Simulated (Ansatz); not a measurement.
# AuF₃H₆NPSi₂: a ladder of functionals and wavefunction methods

Aim: compute AuF₃H₆NPSi₂ with functionals from several rungs and with coupled cluster. The yardstick is the atomisation energy at the CCSD(T) limit.

Computed with Ansatz 0.2.0, Gaussian basis. Level: functionals in def2-TZVPP, the program's frozen cores in correlated methods.

The runs, in order: LDA (SPW92), PBE-D4, revPBE-D4, BLYP-D4, r2SCAN-D4, B97M-V, PBE0-D4, B3LYP-D4, r2SCANh-D4, r2SCAN0-D4, HSE06-D4, BHLYP-D4, CAM-B3LYP-D4, LC-ωPBE, ωB97X-V, ωB97M-V, B2PLYP, PBE-QIDH; CCSD(T)/def2-SVP; CCSD(T)/def2-TZVPP; MP2/def2-QZVPP; extrapolation to the limit; RPA on PBE.

### Step 1. Structure used throughout

An earlier PBE0-D4 in a triple-zeta def2 set relaxation fixed the geometry. Au takes the def2 core potential; no spin-orbit term is included.

SMILES `F[P+](F)(F)[Au-][N]([SiH3])[SiH3]`, 14 atoms, charge 0, spin multiplicity 1.

Atoms are counted from 1 here; the program's logs count them from 0.

Bond lengths: F1–P2 1.545 Å, P2–F3 1.544 Å, P2–F4 1.544 Å, P2–Au5 2.175 Å, Au5–N6 1.991 Å, N6–Si7 1.720 Å, N6–Si8 1.720 Å, Si7–H9 1.491 Å, Si7–H10 1.490 Å, Si7–H11 1.493 Å, Si8–H12 1.491 Å, Si8–H13 1.493 Å, Si8–H14 1.490 Å. Angles: F1–P2–F3 99.4°, F1–P2–F4 99.7°, F1–P2–Au5 118.6°, F3–P2–F4 99.9°, F3–P2–Au5 118.0°, F4–P2–Au5 117.6°, P2–Au5–N6 179.6°, Au5–N6–Si7 117.4°, Au5–N6–Si8 117.3°, Si7–N6–Si8 124.9°, N6–Si7–H9 111.0°, N6–Si7–H10 109.5°, N6–Si7–H11 113.2°, H9–Si7–H10 108.8°, H9–Si7–H11 106.5°, H10–Si7–H11 107.7°, N6–Si8–H12 111.0°, N6–Si8–H13 113.2° and more.

### Step 2. LDA

This LDA is Slater exchange with PW92 correlation.

The input, in.yaml:

```yaml
crystal:
  periodic: [false, false, false]
  atoms:
    - {symbol: F, position_ang: [-3.638346, 2.047717, 0.609046]}
    - {symbol: P, position_ang: [-2.169707, 2.148294, 1.077258]}
    - {symbol: F, position_ang: [-2.396817, 2.222480, 2.602947]}
    - {symbol: F, position_ang: [-1.901339, 3.638357, 0.775586]}
    - {symbol: Au, position_ang: [-0.735383, 0.695683, 0.327212]}
    - {symbol: N, position_ang: [0.571682, -0.634679, -0.370820]}
    - {symbol: Si, position_ang: [1.810843, -0.053917, -1.412632]}
    - {symbol: Si, position_ang: [0.488142, -2.231420, 0.262844]}
    - {symbol: H, position_ang: [1.254354, 0.875563, -2.436582]}
    - {symbol: H, position_ang: [2.457296, -1.202702, -2.106728]}
    - {symbol: H, position_ang: [2.878947, 0.700532, -0.692734]}
    - {symbol: H, position_ang: [-0.921112, -2.715352, 0.307454]}
    - {symbol: H, position_ang: [1.016597, -2.340150, 1.654653]}
    - {symbol: H, position_ang: [1.284834, -3.150396, -0.597515]}
basis:
  gaussian: {orbitals: def2-TZVPP}
hamiltonian: {xc: lda}
output: {orbitals: {seedname: orbitals}}
```

Started as:

```sh
> ansatz run in.yaml --threads 4 --pin off --events-out ev --progress --plain --max-ram 41984MiB --backend cuda --devices 0, --max-vram 37GiB
```

The runs that follow: PBE-D4 (GGA); revPBE-D4 (GGA); BLYP-D4 (GGA); r2SCAN-D4 (meta-GGA); B97M-V (meta-GGA); B3LYP-D4 (hybrid); r2SCANh-D4 (hybrid); r2SCAN0-D4 (hybrid); HSE06-D4 (hybrid); BHLYP-D4 (hybrid); CAM-B3LYP-D4 (range-separated); LC-ωPBE (range-separated); ωB97X-V (range-separated); ωB97M-V (range-separated); B2PLYP (double hybrid); PBE-QIDH (double hybrid); CCSD(T) in def2-SVP; CCSD(T) in def2-TZVPP; MP2 in def2-QZVPP; RPA on PBE orbitals.

**Question.** What will the summary of the whole plan be? Wanted: atomisation energy, CCSD(T)/CBS; farthest beyond LDA; mean size of error, GGA; mean size of error, meta-GGA; mean size of error, hybrid; mean size of error, range-separated; mean size of error, double hybrid; gap, smallest and largest; T1 diagnostic.

The runs gave:

| quantity | value |
| --- | --- |
| atomisation energy, CCSD(T)/CBS | 47.882 eV |
| functionals within 0.239 eV (0.5 %) | PBE-D4, ωB97X-V |
| farthest beyond LDA | BHLYP-D4 (-2.366 eV) |
| mean size of error, GGA | 0.673 eV |
| mean size of error, meta-GGA | 0.379 eV |
| mean size of error, hybrid | 1.285 eV |
| mean size of error, range-separated | 0.381 eV |
| mean size of error, double hybrid | 1.173 eV |
| gap, smallest and largest | 3.18 eV (LDA (SPW92)), 9.80 eV (LC-ωPBE) |
| T1 diagnostic | 0.0145 |
| triples share of the correlation energy | 3.6 % |

The LDA atomisation energy is off by 7.216 eV (15 %): it overbinds. PBE-D4 misses by +0.025 eV. Double hybrids carry the basis error of their MP2 part in triple zeta, and no dispersion term here, so their miss is partly the set-up's. Taken by rung, meta-GGA functionals do best (0.379 eV on average) and hybrid ones worst beyond LDA (1.285 eV). The gap between the best rungs is small, so their order is not settled. The mean of the hybrids holds BHLYP, with half exact exchange. Misses under about 0.239 eV are within the doubt on the reference itself, which lacks core-valence correlation, spin-orbit coupling and higher excitations. All levels share the lack of spin-orbit coupling, which lowers the free heavy atoms and so the true binding. Hartree-Fock recovers 68 % of the binding; the rest is correlation. CCSD(T) in def2-SVP is off by -5.514 eV, so the small basis spoils what the method gains. The gap grows from 3.2 to 9.8 eV across the functionals, mostly with the share of exact exchange. Correlated methods include outer-core shells of Au, which these sets cover unevenly.
